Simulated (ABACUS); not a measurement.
Crystal: NaTb2Sc2FeO9.

```xyz
15
Lattice="5.4260 0.0004 -0.0004 2.6344 4.7513 -0.0002 0.0036 0.0115 7.0380" Properties=species:S:1:pos:R:3 pbc="T T T"
Tb    5.6546    3.2090    2.3483
Tb    2.9016    1.9002    4.3715
Fe    0.1110    0.0929    3.5299
Sc    5.3705    3.0959    6.0162
Sc    2.6675    1.6240    1.0256
Na    2.6686    4.6802    0.0224
O     6.8410    3.6804    4.4266
O     1.3968    1.1333    2.7862
O     2.6032    3.5145    2.1769
O     4.1663    3.7915    4.2027
O     4.1905    1.1605    2.6229
O     5.3848    4.4884    0.4271
O     6.2315    2.0431    0.4273
O     3.4803    2.4663    6.4551
O     5.4121    1.2079    4.9041
```

The cell was built by a generator and needn't be a form met in nature.

Base run:

- Program: ABACUS 3.10.1
- Functional: RPBE
- Potentials or basis: PseudoDojo NC SR 0.4.1 PBE standard, lanthanides 3+ (f in core)
- Cutoff: 1361 eV
- Density cutoff: 5442 eV
- Basis: DZP LCAO (the cutoffs set its grid)
- k mesh: 6 × 6 × 4
- Occupations: fermi-dirac, width 0.05 eV
- Spin: collinear spin, ferromagnetic start
- Starting moments: [0.0, 0.0, 3.0, 0.0, 0.0, 0.0, 0.0, 0.0, 0.0, 0.0, 0.0, 0.0, 0.0, 0.0, 0.0] μB

Its results: band gap on the k mesh 0.87 eV, indirect (least direct gap 0.90 eV); net moment 3.00 μB per cell; site moments Tb +0.00, +0.01; Fe +2.53; Sc +0.01, +0.00; Na +0.00; O +0.02, +0.08, +0.06, +0.00, +0.01, +0.21 μB; largest force 0.261 eV/Å.

Q: The run is repeated on the same cell with these changes: functional from RPBE to PBEsol. What comes out?

A: Band gap on the k mesh 0.80 eV, indirect (least direct gap 0.84 eV); net moment 3.00 μB per cell; site moments Tb +0.01, +0.02; Fe +2.46; Sc +0.01, +0.00; Na +0.00; O +0.02, +0.09, +0.07, +0.03, +0.01, +0.22 μB; largest force 0.137 eV/Å.

Caveats: the atomic orbitals were generated for these runs and aren't a published set; the magnetic or orbital state may not be the lowest; the potentials were made for another functional, which shifts forces and pressure; spin-orbit coupling is left out, which moves the levels of the heavy elements; the 4f electrons are frozen in the core as for a trivalent ion, so they carry no moment and show no levels; the basis of atomic orbitals isn't converged, which shifts pressures, moduli and gaps.

A k mesh can miss the band edges.

Not every run made on this cell is shown here.
